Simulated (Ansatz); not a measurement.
# C7H5O2: the cost of one run

Method: the settings change from run to run; program: Ansatz 0.2.0, Gaussian basis.

**1. The geometry**

The geometry comes from an earlier relaxation with PBE0-D4 in a triple-zeta def2 set; it is a stationary point, not always the lowest conformer.

SMILES `O=C([O-])c1ccccc1`, 14 atoms, charge -1, spin multiplicity 1.

Atoms are counted from 1 here; the program's logs count them from 0.

Bond lengths: O1–C2 1.247 Å, C2–O3 1.247 Å, C2–C4 1.542 Å, C4–C5 1.391 Å, C4–C9 1.391 Å, C5–C6 1.388 Å, C5–H10 1.085 Å, C6–C7 1.390 Å, C6–H11 1.087 Å, C7–C8 1.390 Å, C7–H12 1.086 Å, C8–C9 1.388 Å, C8–H13 1.087 Å, C9–H14 1.085 Å. Angles: O1–C2–O3 129.5°, O1–C2–C4 115.2°, O3–C2–C4 115.3°, C2–C4–C5 120.7°, C2–C4–C9 120.7°, C5–C4–C9 118.5°, C4–C5–C6 120.9°, C4–C5–H10 117.0°, C6–C5–H10 122.1°, C5–C6–C7 120.1°, C5–C6–H11 120.1°, C7–C6–H11 119.8°, C6–C7–C8 119.4°, C6–C7–H12 120.3°, C8–C7–H12 120.3°, C7–C8–C9 120.1°, C7–C8–H13 119.8°, C9–C8–H13 120.1° and more.

As a file:

```tsv
atom	x (Å)	y (Å)	z (Å)
O1	0.86098	-2.97033	0.60288
C2	1.17812	-2.09101	-0.22217
O3	2.01510	-2.13449	-1.14525
C4	0.42462	-0.75351	-0.08006
C5	0.68497	0.30433	-0.94466
C6	0.00854	1.51011	-0.82049
C7	-0.94380	1.67501	0.17796
C8	-1.21121	0.62438	1.04726
C9	-0.53054	-0.57820	0.91557
H10	1.43448	0.14079	-1.71149
H11	0.22213	2.32781	-1.50349
H12	-1.47466	2.61717	0.27807
H13	-1.95466	0.74707	1.83020
H14	-0.71406	-1.41911	1.57567
```

**2. B2GP-PLYP/aug-cc-pVDZ**

This run has coordinates scaled by 0.96, a point charge of 0.50 e beside it.

The input, in.yaml:

```yaml
crystal:
  periodic: [false, false, false]
  atoms:
    - {symbol: O, position_ang: [0.826543, -2.851518, 0.578763]}
    - {symbol: C, position_ang: [1.130996, -2.007368, -0.213284]}
    - {symbol: O, position_ang: [1.934495, -2.049112, -1.099436]}
    - {symbol: C, position_ang: [0.407638, -0.723368, -0.076854]}
    - {symbol: C, position_ang: [0.657568, 0.292158, -0.906876]}
    - {symbol: C, position_ang: [0.008200, 1.449701, -0.787673]}
    - {symbol: C, position_ang: [-0.906052, 1.608014, 0.170838]}
    - {symbol: C, position_ang: [-1.162764, 0.599402, 1.005374]}
    - {symbol: C, position_ang: [-0.509322, -0.555075, 0.878950]}
    - {symbol: H, position_ang: [1.377098, 0.135155, -1.643032]}
    - {symbol: H, position_ang: [0.213250, 2.234696, -1.443354]}
    - {symbol: H, position_ang: [-1.415678, 2.512487, 0.266948]}
    - {symbol: H, position_ang: [-1.876472, 0.717185, 1.756993]}
    - {symbol: H, position_ang: [-0.685500, -1.362348, 1.512643]}
basis:
  gaussian: {orbitals: aug-cc-pVDZ, point_charges: [{charge: 0.50, position_ang: [6.099, 0.779, 0.453]}]}
total_charge: -1
hamiltonian: {xc: {name: B2GP-PLYP}}
output: {forces: true}
```

The run is started by

```bash
$ ansatz run in.yaml --threads 2 --pin off --events-out ev --progress --plain --max-ram 32768MiB --backend cpu
```

What time and memory should one allow on 2 threads of AMD EPYC 7R13, shared host?

About 84 s, with a peak of 1.2 GiB.
